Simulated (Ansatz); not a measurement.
# Si8O16F: the cost of one run

All numbers below are computed with Ansatz 0.2.0 (DFT PBE+D3(BJ), plane waves, PAW, scalar-relativistic, no spin polarisation).

**1. Starting point**

The cell holds 25 atoms (FO16Si8): a = 5.869 Å, b = 5.869 Å, c = 5.315 Å, α = 90.00°, β = 90.00°, γ = 90.00°.

Its coordinates follow in the input file.

**2. End point A**

The input, input.yaml:

```yaml
crystal:
  lattice:
    - [-4.1501, -4.1501, 0.0]
    - [4.1501, -4.1501, 0.0]
    - [0.0, 0.0, 5.315]
  atoms:
    - { symbol: Si, position: [0.5, 0.5, 0.0] }
    - { symbol: Si, position: [0.0, 0.5, 0.25] }
    - { symbol: O, position: [0.1905, 0.5, 0.0] }
    - { symbol: O, position: [0.0, 0.1905, 0.25] }
    - { symbol: O, position: [0.8095, 0.5, 0.0] }
    - { symbol: O, position: [0.0, 0.8095, 0.25] }
    - { symbol: Si, position: [0.5, 0.5, 0.5] }
    - { symbol: Si, position: [0.0, 0.5, 0.75] }
    - { symbol: O, position: [0.1905, 0.5, 0.5] }
    - { symbol: O, position: [0.0, 0.1905, 0.75] }
    - { symbol: O, position: [0.8095, 0.5, 0.5] }
    - { symbol: O, position: [0.0, 0.8095, 0.75] }
    - { symbol: Si, position: [0.0, 0.0, 0.0] }
    - { symbol: Si, position: [0.5, 0.0, 0.25] }
    - { symbol: O, position: [0.6905, 0.0, 0.0] }
    - { symbol: O, position: [0.5, 0.6905, 0.25] }
    - { symbol: O, position: [0.3095, 0.0, 0.0] }
    - { symbol: O, position: [0.5, 0.3095, 0.25] }
    - { symbol: Si, position: [0.0, 0.0, 0.5] }
    - { symbol: Si, position: [0.5, 0.0, 0.75] }
    - { symbol: O, position: [0.6905, 0.0, 0.5] }
    - { symbol: O, position: [0.5, 0.6905, 0.75] }
    - { symbol: O, position: [0.3095, 0.0, 0.5] }
    - { symbol: O, position: [0.5, 0.3095, 0.75] }
    - { symbol: F, position: [0.7527347, 0.2387889, 0.3814914] }
total_charge: -1
basis:
  ecutwfc: 420.0
kpoints:
  mp_grid: { grid: [2, 2, 3] }
hamiltonian:
  xc: pbe
  dispersion: d3bj
scf:
  occupations: { method: gaussian, width: 0.02 }
  lower_state_search: "off"
relax:
  f_tol: 0.03
  max_steps: 60
  adjacent_minimum: "off"
```

Launch:

```
ansatz run input.yaml --threads 2 --pin off --max-ram 5120MiB --backend cpu --events-out ev --progress --plain --runs-dir out
```

**Question.** How long does this run take on 2 threads of Intel Xeon Platinum 8375C at 2.90GHz (Ice Lake), shared host, and how much memory does it need?

About 27 s, with a peak of 0.58 GiB.
